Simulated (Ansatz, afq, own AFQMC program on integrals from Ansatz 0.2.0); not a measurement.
# ScB (triplet): AFQMC on the coupled-cluster ladder at distance Sc1–B2 = 5.872 Å, def2-TZVP

Aim: compute ScB (triplet) with auxiliary-field quantum Monte Carlo on the same integrals as coupled cluster, and set the energies side by side.

Method: def2-TZVP, frozen cores; program: Ansatz 0.2.0, Gaussian basis, and an in-house AFQMC program (afq) on its integrals; all values are calculated.

To be run: PBE (unrestricted); CCSD(T) on UHF; CCSDT(Q) on UHF; PBE0 (unrestricted); B3LYP (unrestricted); wB97M-V (unrestricted); B2PLYP (unrestricted); Phaseless AFQMC, CISD trial on UHF.

3 further runs of the same task are left out: 3 that didn't finish.

### Step 1. What is computed

The geometry derives from a PBE0/def2-TZVP stationary point (not a proven minimum). One bond is set to the value named and the two fragments are kept rigid.

2 atoms, charge 0, spin multiplicity 3.

Atoms are counted from 1 here; the program's logs count them from 0.

No contacts short enough for the rule that draws bonds.

### Step 2. PBE (unrestricted)

in.yaml

```yaml
crystal:
  periodic: [false, false, false]
  atoms:
    - {symbol: Sc, position_ang: [0.000000, 0.000000, 0.000000]}
    - {symbol: B, position_ang: [0.000000, 0.000000, 5.872000]}
basis:
  gaussian: {orbitals: def2-TZVP}
magnetization: {spin_polarized: true, initial_magnetization: 2}
hamiltonian: {xc: {name: PBE}}
output: {orbitals: {seedname: orbitals}}
```

The run is started by

```console
$ ansatz run in.yaml --threads 1 --pin off --events-out ev --progress --plain --max-ram 8192MiB --backend cpu
```

The log of the run:

```text
Functional definition: PBE
  name "PBE"
  cite "Perdew, Burke & Ernzerhof, Phys. Rev. Lett. 77, 3865 (1996) doi:10.1103/PhysRevLett.77.3865"
  parent pbe
  parameter kappa = 0.804
  parameter beta = 0.06672455060314922
  exchange = pbe_x(kappa = kappa, mu = beta*pi^2/3)
  correlation = pbe_c(beta = beta)
617 factors; their error is unknown
mean field evaluation 1: about -21318.7249 eV, gradient 7.3e1 eV
mean field evaluation 2: about -20707.4010 eV, gradient 1.9e2 eV
mean field evaluation 4: about -21278.0642 eV, gradient 6.6e1 eV
mean field evaluation 8: about -21349.7276 eV, gradient 2.4e1 eV
mean field evaluation 16: about -21360.4131 eV, gradient 1.1e0 eV
mean field evaluation 32: about -21360.6496 eV, gradient 2.6e-1 eV
mean field evaluation 64: about -21360.6601 eV, gradient 1.8e-5 eV
mean field evaluation 96: about -21360.6546 eV, gradient 6.2e-4 eV
mean field evaluation 128: about -21360.2949 eV, gradient 5.6e-3 eV
mean field evaluation 160: about -21360.4585 eV, gradient 1.9e0 eV
mean field evaluation 192: about -21352.1670 eV, gradient 1.9e1 eV
mean field evaluation 224: about -21360.6606 eV, gradient 2.1e-2 eV
mean field evaluation 256: about -21360.4808 eV, gradient 1.6e0 eV
mean field evaluation 288: about -21360.2795 eV, gradient 5.4e-1 eV
mean field evaluation 320: about -21360.6522 eV, gradient 5.0e-1 eV
mean field -21360.66007887 eV, -784.9897791229 hartree, gradient 4.6e-6 eV, S^2 2.384882; 13 other end points of the search recorded, 0 dependent functions left out
reference -21360.66011959 eV, -784.9897806195 hartree; 14, 12 occupied and 62, 64 virtual orbitals, 617 factors
Total energy: -21360.66011959 eV, -784.9897806195 hartree
```

Run time: 57 s. Hardware: 1 thread of AMD EPYC 7R13 (Zen 3), shared host; peak memory 1.7 GiB.

From the report: ⟨S²⟩ of the determinant 2.385 (pure triplet: 2.00).

### Step 3. CCSD(T) on UHF

in.yaml: that of step 2 with these lines changed.

```diff
@@ -8,3 +8,2 @@
 magnetization: {spin_polarized: true, initial_magnetization: 2}
-hamiltonian: {xc: {name: PBE}}
-output: {orbitals: {seedname: orbitals}}
+correlation: {method: ccsd_t, electrons: outside_noble_gas, hamiltonian_folder: ham}
```

The run is started by

```console
$ ansatz run in.yaml --threads 1 --pin off --events-out ev --progress --plain --max-ram 24576MiB --backend cuda --devices 0, --max-vram 18GiB
```

The log of the run, cut to the lines that bear on the results:

```text
Functional definition: HF
  name "HF"
  cite "Fock, Z. Phys. 61, 126 (1930) doi:10.1007/BF01340294"
  parent pbe
[...]
629 factors; integrals over basis functions are off by at most 5.9e-4 eV
[...]
mean field -21340.71398357 eV, -784.2567736407 hartree, gradient 1.6e-10 eV, S^2 2.022662; 44 other end points of the search recorded, 0 dependent functions left out
determinant -21340.71398357 eV, -784.2567736407 hartree, with singles and doubles -21343.55262214 eV, -784.3610916839 hartree
determinant -21340.71396779 eV, -784.2567730609 hartree, with singles and doubles -21343.55308945 eV, -784.3611088575 hartree
determinant -21340.71374063 eV, -784.2567647128 hartree, with singles and doubles -21343.55331644 eV, -784.3611171993 hartree
determinant -21340.71344206 eV, -784.2567537407 hartree, with singles and doubles -21343.55271850 eV, -784.3610952254 hartree
[...]
determinant -21340.71162430 eV, -784.2566869392 hartree, with singles and doubles -21343.48039075 eV, -784.3584372295 hartree
determinant -21340.71035365 eV, -784.2566402438 hartree, with singles and doubles -21343.48092066 eV, -784.3584567034 hartree
determinant -21340.70741781 eV, -784.2565323535 hartree, with singles and doubles -21343.47855383 eV, -784.3583697237 hartree
10 core orbitals not correlated: weight in the atoms' cores, before any rotation towards them, 1.000 or more for the frozen orbitals, at most 0.000 for the correlated occupied ones
reference -21340.71293885 eV, -784.2567352481 hartree; 4, 2 occupied and 62, 64 virtual orbitals, 629 factors
second order -1.89971630 eV of doubles, -0.00000000 eV of singles
cycle   1  -2.76957994 eV  change   -1.5e-6 eV  update   2.3e-5
[...]
cycle   3  -2.76958168 eV  change   -6.8e-7 eV  update   7.1e-6
perturbative correction -0.05963979 eV, -0.0021917219 hartree
Total energy: -21343.54216033 eV, -784.3607072195 hartree
```

It took 82 s on 1 × NVIDIA H100 80GB HBM3 with 1 thread of AMD EPYC 7R13 (Zen 3), shared host; peak host memory 1.7 GiB.

From the report: ⟨S²⟩ of the determinant 2.023 (pure triplet: 2.00); correlation -2.8292 eV; T1 0.021; largest double amplitude 0.13.

This run also writes the integrals to the folder ham.

### Step 4. CCSDT(Q) on UHF

in.yaml: that of step 3 with these lines changed.

```diff
@@ -8,2 +8,2 @@
 magnetization: {spin_polarized: true, initial_magnetization: 2}
-correlation: {method: ccsd_t, electrons: outside_noble_gas, hamiltonian_folder: ham}
+correlation: {method: ccsdt_q, electrons: outside_noble_gas}
```

Same command.

The log of the run, cut to the lines that bear on the results:

```text
Functional definition: HF
  name "HF"
  cite "Fock, Z. Phys. 61, 126 (1930) doi:10.1007/BF01340294"
  parent pbe
[...]
1055 factors; integrals over basis functions are off by at most 1.6e-7 eV
[...]
mean field -21340.71398637 eV, -784.2567737435 hartree, gradient 3.3e-6 eV, S^2 2.022662; 45 other end points of the search recorded, 0 dependent functions left out
determinant -21340.71398637 eV, -784.2567737435 hartree, with singles and doubles -21343.55372844 eV, -784.3611323398 hartree
determinant -21340.71397070 eV, -784.2567731678 hartree, with singles and doubles -21343.55449741 eV, -784.3611605990 hartree
determinant -21340.71374333 eV, -784.2567648120 hartree, with singles and doubles -21343.55434539 eV, -784.3611550123 hartree
determinant -21340.71344463 eV, -784.2567538352 hartree, with singles and doubles -21343.55360024 eV, -784.3611276286 hartree
[...]
determinant -21340.71162753 eV, -784.2566870580 hartree, with singles and doubles -21343.48039743 eV, -784.3584374748 hartree
determinant -21340.71035644 eV, -784.2566403461 hartree, with singles and doubles -21343.48092768 eV, -784.3584569614 hartree
determinant -21340.70742099 eV, -784.2565324702 hartree, with singles and doubles -21343.47856049 eV, -784.3583699687 hartree
[...]
10 core orbitals not correlated: weight in the atoms' cores, before any rotation towards them, 1.000 or more for the frozen orbitals, at most 0.000 for the correlated occupied ones
reference -21340.71294177 eV, -784.2567353553 hartree; 4, 2 occupied and 62, 64 virtual orbitals, 1055 factors
second order -1.89972279 eV of doubles, -0.00000000 eV of singles
cycle   1  -2.39331538 eV  change   -4.9e-1 eV  update   9.0e-2
[...]
cycle  23  -2.85515225 eV  change   -1.0e-8 eV  update   5.7e-7
perturbative correction -0.00013685 eV, -0.0000050291 hartree
Total energy: -21343.56823087 eV, -784.3616652943 hartree
```

Wall time 55 s (1 × NVIDIA H100 80GB HBM3 with 1 thread of AMD EPYC 7R13 (Zen 3), shared host); peak host memory 1.7 GiB.

From the report: ⟨S²⟩ of the determinant 2.023 (pure triplet: 2.00); correlation -2.8553 eV; T1 0.022; largest double amplitude 0.14.

### Step 5. PBE0 (unrestricted)

in.yaml: that of step 4 with these lines changed.

```diff
@@ -8,2 +8,3 @@
 magnetization: {spin_polarized: true, initial_magnetization: 2}
-correlation: {method: ccsdt_q, electrons: outside_noble_gas}
+hamiltonian: {xc: {name: PBE0}}
+output: {orbitals: {seedname: orbitals}}
```

The run is started by

```console
$ ansatz run in.yaml --threads 1 --pin off --events-out ev --progress --plain --max-ram 8192MiB --backend cpu
```

The log of the run, cut to the lines that bear on the results:

```text
Functional definition: PBE0
  name "PBE0"
  cite "Adamo & Barone, J. Chem. Phys. 110, 6158 (1999) doi:10.1063/1.478522"
  cite "Perdew, Burke & Ernzerhof, Phys. Rev. Lett. 77, 3865 (1996) doi:10.1103/PhysRevLett.77.3865"
  parent pbe
[...]
722 factors; their error is unknown
[...]
mean field -21361.94234189 eV, -785.0369014200 hartree, gradient 7.6e-6 eV, S^2 2.126463; 9 other end points of the search recorded, 0 dependent functions left out
reference -21361.94237340 eV, -785.0369025777 hartree; 14, 12 occupied and 62, 64 virtual orbitals, 722 factors
Total energy: -21361.94237340 eV, -785.0369025777 hartree
```

Run time: 79 s. Hardware: 1 thread of AMD EPYC 7R13 (Zen 3), shared host; peak memory 1.7 GiB.

From the report: ⟨S²⟩ of the determinant 2.126 (pure triplet: 2.00).

### Step 6. B3LYP (unrestricted)

in.yaml: that of step 5 with these lines changed.

```diff
@@ -8,3 +8,2 @@
 magnetization: {spin_polarized: true, initial_magnetization: 2}
-hamiltonian: {xc: {name: PBE0}}
-output: {orbitals: {seedname: orbitals}}
+hamiltonian: {xc: {name: B3LYP}}
```

Launched as before.

The log of the run, cut to the lines that bear on the results:

```text
Functional definition: B3LYP
  name "B3LYP"
  cite "Stephens, Devlin, Chabalowski & Frisch, J. Phys. Chem. 98, 11623 (1994) doi:10.1021/j100096a001"
  cite "Becke, Phys. Rev. A 38, 3098 (1988) doi:10.1103/PhysRevA.38.3098"
  cite "Lee, Yang & Parr, Phys. Rev. B 37, 785 (1988) doi:10.1103/PhysRevB.37.785"
  cite "Vosko, Wilk & Nusair, Can. J. Phys. 58, 1200 (1980) doi:10.1139/p80-159"
[...]
722 factors; their error is unknown
[...]
mean field -21368.94483132 eV, -785.2942381601 hartree, gradient 9.0e-6 eV, S^2 2.075858; 3 other end points of the search recorded, 0 dependent functions left out
reference -21368.94505278 eV, -785.2942462986 hartree; 14, 12 occupied and 62, 64 virtual orbitals, 722 factors
Total energy: -21368.94505278 eV, -785.2942462986 hartree
```

It took 24 s on 1 thread of AMD EPYC 7R13 (Zen 3), shared host; peak memory 1.7 GiB.

From the report: ⟨S²⟩ of the determinant 2.076 (pure triplet: 2.00).

### Step 7. wB97M-V (unrestricted)

in.yaml: that of step 6 with these lines changed.

```diff
@@ -8,2 +8,3 @@
 magnetization: {spin_polarized: true, initial_magnetization: 2}
-hamiltonian: {xc: {name: B3LYP}}
+hamiltonian: {xc: {name: wB97M-V}}
+output: {orbitals: {seedname: orbitals}}
```

Launched as before.

The log of the run, cut to the lines that bear on the results:

```text
Functional definition: wB97M-V
  name "wB97M-V"
  cite "Mardirossian & Head-Gordon, J. Chem. Phys. 144, 214110 (2016) doi:10.1063/1.4952647"
  cite "Becke, J. Chem. Phys. 107, 8554 (1997) doi:10.1063/1.475007"
  cite "Vydrov & Van Voorhis, J. Chem. Phys. 133, 244103 (2010) doi:10.1063/1.3521275"
  # Of w^i u^j: cxij and so on, Table III.
[...]
  gx(w, u) = 1 - cx + cx01*u + cx10*w
  gss(w, u) = css00 + css04*u^4 + css10*w + css20*w^2 + css43*w^4*u^3
  gos(w, u) = cos00 + cos10*w + (cos20 + cos21*u)*w^2 + (cos60 + cos61*u)*w^6
[...]
      + integral(e_c_pw_mod_opposite_spin*gos(b97_w_opposite, b97_u_opposite)) + vv10(b, c)
686 factors; their error is unknown
144 factors; integrals over basis functions are off by at most 1.8e-4 eV
[...]
mean field -21366.94484858 eV, -785.2207401499 hartree, gradient 2.4e-6 eV, S^2 2.005204; 3 other end points of the search recorded, 0 dependent functions left out
reference -21366.94489381 eV, -785.2207418119 hartree; 14, 12 occupied and 62, 64 virtual orbitals, 686 factors
Total energy: -21366.94489381 eV, -785.2207418119 hartree
```

It took 2.9 min on 1 thread of AMD EPYC 7R13 (Zen 3), shared host; peak memory 1.7 GiB.

From the report: ⟨S²⟩ of the determinant 2.005 (pure triplet: 2.00).

### Step 8. B2PLYP (unrestricted)

in.yaml: that of step 7 with these lines changed.

```diff
@@ -8,3 +8,3 @@
 magnetization: {spin_polarized: true, initial_magnetization: 2}
-hamiltonian: {xc: {name: wB97M-V}}
-output: {orbitals: {seedname: orbitals}}
+hamiltonian: {xc: {name: B2PLYP}}
+correlation: {electrons: outside_noble_gas}
```

Launched as before.

The log of the run, cut to the lines that bear on the results:

```text
Functional definition: B2PLYP
  name "B2PLYP"
  cite "Grimme, J. Chem. Phys. 124, 034108 (2006) doi:10.1063/1.2148954"
  cite "Becke, Phys. Rev. A 38, 3098 (1988) doi:10.1103/PhysRevA.38.3098"
  cite "Lee, Yang & Parr, Phys. Rev. B 37, 785 (1988) doi:10.1103/PhysRevB.37.785"
[...]
629 factors; integrals over basis functions are off by at most 5.9e-4 eV
[...]
mean field -21360.78767339 eV, -784.9944681351 hartree, gradient 2.4e-10 eV, S^2 2.019713; 6 other end points of the search recorded, 0 dependent functions left out
10 core orbitals not correlated: weight in the atoms' cores, before any rotation towards them, 1.000 or more for the frozen orbitals, at most 0.000 for the correlated occupied ones
reference -21360.78781180 eV, -784.9944732216 hartree; 4, 2 occupied and 62, 64 virtual orbitals, 629 factors
second order -2.54809599 eV of doubles, -0.00000000 eV of singles
Total energy: -21361.47579772 eV, -785.0197562377 hartree
```

Run time: 65 s. Hardware: 1 thread of AMD EPYC 7R13 (Zen 3), shared host; peak memory 1.7 GiB.

From the report: ⟨S²⟩ of the determinant 2.020 (pure triplet: 2.00).

### Step 9. Phaseless AFQMC, CISD trial on UHF

It reads the integrals that the CCSD(T) run on this determinant wrote.

The run is started by

```console
$ afq ham --method phaseless --trial cisd --walkers 4000 --populations 20 --least-time 60 --time-step 0.005 --steps-per-block 50 --equilibration-blocks 40 --max-blocks 4000 --target-error 0.00029 --factor-cut 1e-05 --start spin_pure --seed 6159 --release-times 0.24,0.6,1.2,2,3,4.2 --release-step 0.04 --release-every 3 --taylor-order 6
```

The log of the run:

```text
orbitals 66  electrons 4 2  factors 463 of 629
reference energy -784.25673525 Eh
CCSD correlation -0.10178045 Eh in 19 cycles, weight of the determinant in the CISD state 0.8608
energy of the start -784.358265 Eh
 block  time / (1/Eh)  mean weight  energy / Eh
     1     0.250  1.0001  -784.357648
     2     0.500  0.9999  -784.357601
     3     0.750  0.9999  -784.357797
     4     1.000  0.9998  -784.358094
     5     1.250  0.9999  -784.358339
     6     1.500  0.9999  -784.358550
     7     1.750  0.9999  -784.358774
     8     2.000  1.0000  -784.358994
     9     2.250  1.0000  -784.359077
    10     2.500  0.9999  -784.359332
    11     2.750  0.9998  -784.359574
    13     3.250  1.0000  -784.360103
    15     3.750  0.9999  -784.360201
    17     4.250  1.0000  -784.360637
    19     4.750  1.0000  -784.361113
    21     5.250  1.0001  -784.361017
    23     5.750  1.0001  -784.361285
    25     6.250  1.0000  -784.361651
    27     6.750  1.0000  -784.360977
    29     7.250  0.9998  -784.360861
    31     7.750  1.0002  -784.360765
    33     8.250  1.0000  -784.360549
    35     8.750  0.9999  -784.360837
    37     9.250  1.0002  -784.360610
    39     9.750  1.0002  -784.360918
    41    10.250  1.0004  -784.360652
    43    10.750  0.9994  -784.360410
    45    11.250  1.0000  -784.360603
    47    11.750  0.9999  -784.360634
    49    12.250  1.0002  -784.360827
    51    12.750  0.9996  -784.360809
    53    13.250  1.0001  -784.360675
    55    13.750  0.9997  -784.360739
    57    14.250  0.9998  -784.360597
    59    14.750  1.0000  -784.360762
    61    15.250  1.0001  -784.360830
    63    15.750  1.0000  -784.360459
    65    16.250  0.9997  -784.360842
    67    16.750  0.9998  -784.360522
    69    17.250  1.0005  -784.360708
    71    17.750  1.0000  -784.360187
    73    18.250  1.0001  -784.360380
    75    18.750  1.0001  -784.360588
    77    19.250  0.9999  -784.360158
    79    19.750  0.9999  -784.361102
    81    20.250  0.9994  -784.360722
    83    20.750  1.0000  -784.360298
    85    21.250  0.9995  -784.360953
    87    21.750  1.0003  -784.360370
    89    22.250  1.0004  -784.360709
error from the spread of 20 populations
released: time / (1/Eh)  energy / Eh  error  mean overlap
  0.24  -784.360840  0.000063  1.0003
  0.60  -784.360928  0.000075  0.9991
  1.20  -784.361002  0.000086  0.9976
  2.00  -784.359437  0.001420  1.0021
  3.00  -784.361050  0.000380  0.9976
  4.20  -784.361427  0.000214  0.9801
energy -784.360662 +/- 0.000060 Eh
```

It took 9.3 min on 1 × NVIDIA H100 80GB HBM3 with 2 threads of AMD EPYC 7R13 (Zen 3), shared host; peak host memory 1.7 GiB.

Energy -21343.5409 ± 0.0016 eV. Caveats: constraint bias not in the error.

### Step 10. All levels side by side

On the UHF determinant, counted from CCSDT(Q) (a yardstick, not exact):

| level | energy (eV) | from CCSDT(Q) (kJ/mol) | statistical error (kJ/mol) | time |
| --- | --- | --- | --- | --- |
| HF | -21340.7129 | +275.5 |  |  |
| MP2 | -21342.6127 | +92.2 |  |  |
| CCSD | -21343.4825 | +8.3 |  |  |
| CCSD(T) | -21343.5422 | +2.5 |  |  |
| CCSDT(Q) | -21343.5682 | 0.0 |  |  |
| Phaseless AFQMC, CISD trial, step 0.005, 4000 walkers | -21343.5409 | +2.6 | 0.2 | 9.3 min |

The functionals' totals stand on their own zeros and serve differences with other points: PBE -21360.660 eV; PBE0 -21361.942 eV; B3LYP -21368.945 eV; wB97M-V -21366.945 eV; B2PLYP -21361.476 eV.

### Step 11. Summary of results

| quantity | value |
| --- | --- |
| CCSD(T) on UHF from CCSDT(Q) | +2.5 kJ/mol |
| Phaseless AFQMC, CISD trial on UHF from CCSDT(Q) | +2.6 ± 0.2 kJ/mol |

**Reading.** On UHF the phaseless walk with the CISD trial lies +2.6 kJ/mol from CCSDT(Q), 17 times its error bar. Error bars are statistical and leave out the constraint, the time step and what remains of the start.
